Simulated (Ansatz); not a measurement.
# ClGeH₅OSi: a ladder of functionals and wavefunction methods

Aim: compute ClGeH₅OSi with functionals from several rungs and with coupled cluster, and see how far each lands from CCSD(T) at the basis-set limit for the atomisation energy.

The runs use Ansatz 0.2.0, Gaussian basis; functionals in def2-TZVPP, the program's frozen cores in correlated methods.

The runs, in order: LDA (SPW92), PBE-D4, revPBE-D4, BLYP-D4, r2SCAN-D4, B97M-V, PBE0-D4, B3LYP-D4, r2SCANh-D4, r2SCAN0-D4, HSE06-D4, BHLYP-D4, CAM-B3LYP-D4, LC-ωPBE, ωB97X-V, ωB97M-V, B2PLYP, PBE-QIDH; CCSD(T)/def2-SVP; CCSD(T)/def2-TZVPP; MP2/def2-QZVPP; extrapolation to the limit; RPA on PBE.

## Step 1: Structure used throughout

All runs share one geometry, relaxed beforehand with PBE0-D4 in a triple-zeta def2 set.

SMILES `[SiH3][O][GeH2][Cl]`, 9 atoms, charge 0, spin multiplicity 1.

Atoms are counted from 1 here; the program's logs count them from 0.

Bond lengths: Si1–O2 1.643 Å, Si1–H5 1.485 Å, Si1–H6 1.489 Å, Si1–H7 1.483 Å, O2–Ge3 1.757 Å, Ge3–Cl4 2.151 Å, Ge3–H8 1.528 Å, Ge3–H9 1.532 Å. Angles: O2–Si1–H5 110.9°, O2–Si1–H6 110.6°, O2–Si1–H7 107.3°, H5–Si1–H6 108.9°, H5–Si1–H7 109.6°, H6–Si1–H7 109.6°, Si1–O2–Ge3 134.7°, O2–Ge3–Cl4 107.9°, O2–Ge3–H8 107.2°, O2–Ge3–H9 109.6°, Cl4–Ge3–H8 108.5°, Cl4–Ge3–H9 107.4°, H8–Ge3–H9 116.0°.

## Step 2: LDA

This LDA is Slater exchange with PW92 correlation.

Input file in.yaml:

```yaml
crystal:
  periodic: [false, false, false]
  atoms:
    - {symbol: Si, position_ang: [0.044491, 1.539713, 0.196230]}
    - {symbol: O, position_ang: [-0.751213, 0.117738, -0.014886]}
    - {symbol: Ge, position_ang: [-0.257949, -1.544245, -0.298811]}
    - {symbol: Cl, position_ang: [1.458265, -1.944325, 0.933852]}
    - {symbol: H, position_ang: [0.573589, 1.649415, 1.579271]}
    - {symbol: H, position_ang: [1.177024, 1.653325, -0.763136]}
    - {symbol: H, position_ang: [-0.928830, 2.630792, -0.053403]}
    - {symbol: H, position_ang: [-1.406254, -2.440783, 0.161538]}
    - {symbol: H, position_ang: [0.179277, -1.707929, -1.757656]}
basis:
  gaussian: {orbitals: def2-TZVPP}
hamiltonian: {xc: lda}
output: {orbitals: {seedname: orbitals}}
```

Started as:

```console
$ ansatz run in.yaml --threads 4 --pin off --events-out ev --progress --plain --max-ram 10444MiB
```

After this run come: PBE-D4 (GGA); revPBE-D4 (GGA); BLYP-D4 (GGA); r2SCAN-D4 (meta-GGA); B97M-V (meta-GGA); PBE0-D4 (hybrid); B3LYP-D4 (hybrid); r2SCANh-D4 (hybrid); r2SCAN0-D4 (hybrid); HSE06-D4 (hybrid); BHLYP-D4 (hybrid); CAM-B3LYP-D4 (range-separated); LC-ωPBE (range-separated); ωB97X-V (range-separated); ωB97M-V (range-separated); B2PLYP (double hybrid); PBE-QIDH (double hybrid); CCSD(T) in def2-SVP; CCSD(T) in def2-TZVPP; MP2 in def2-QZVPP; RPA on PBE orbitals.

**Question.** What will the summary of the whole plan be? Wanted: atomisation energy, CCSD(T)/CBS; farthest beyond LDA; mean size of error, GGA; mean size of error, meta-GGA; mean size of error, hybrid; mean size of error, range-separated; mean size of error, double hybrid; gap, smallest and largest; T1 diagnostic.

The runs gave:

```
                               quantity                                              value
        atomisation energy, CCSD(T)/CBS                                      2803.8 kJ/mol
 functionals within 28.0 kJ/mol (1.0 %)  r2SCAN-D4, B97M-V, CAM-B3LYP-D4, ωB97X-V, ωB97M-V
                    farthest beyond LDA                          revPBE-D4 (-102.9 kJ/mol)
                mean size of error, GGA                                        70.3 kJ/mol
           mean size of error, meta-GGA                                        13.0 kJ/mol
             mean size of error, hybrid                                        58.1 kJ/mol
    mean size of error, range-separated                                        27.4 kJ/mol
      mean size of error, double hybrid                                        55.2 kJ/mol
              gap, smallest and largest          5.92 eV (LDA (SPW92)), 13.46 eV (LC-ωPBE)
                          T1 diagnostic                                             0.0110
triples share of the correlation energy                                              3.5 %
```

What this shows: The LDA atomisation energy is off by 320.6 kJ/mol (11 %): it overbinds. PBE-D4 is off by -43.8 kJ/mol. Double hybrids carry the basis error of their MP2 part in triple zeta, and no dispersion term here, so their miss is partly the set-up's. The rungs meta-GGA, range-separated miss on average by less than the doubt on the reference (28.0 kJ/mol), so they tie. Misses under about 28.0 kJ/mol are within the doubt on the reference itself, which lacks core-valence correlation, relativity and higher excitations, and its outer-core shells are covered unevenly. Hartree-Fock recovers 74 % of the binding; the rest is correlation. CCSD(T) in def2-SVP is off by -221.9 kJ/mol, worse than the median functional, from the basis alone. The gap grows from 5.9 to 13.5 eV across the functionals, mostly with the share of exact exchange. Correlated methods include outer-core shells of Ge, which these sets cover unevenly.
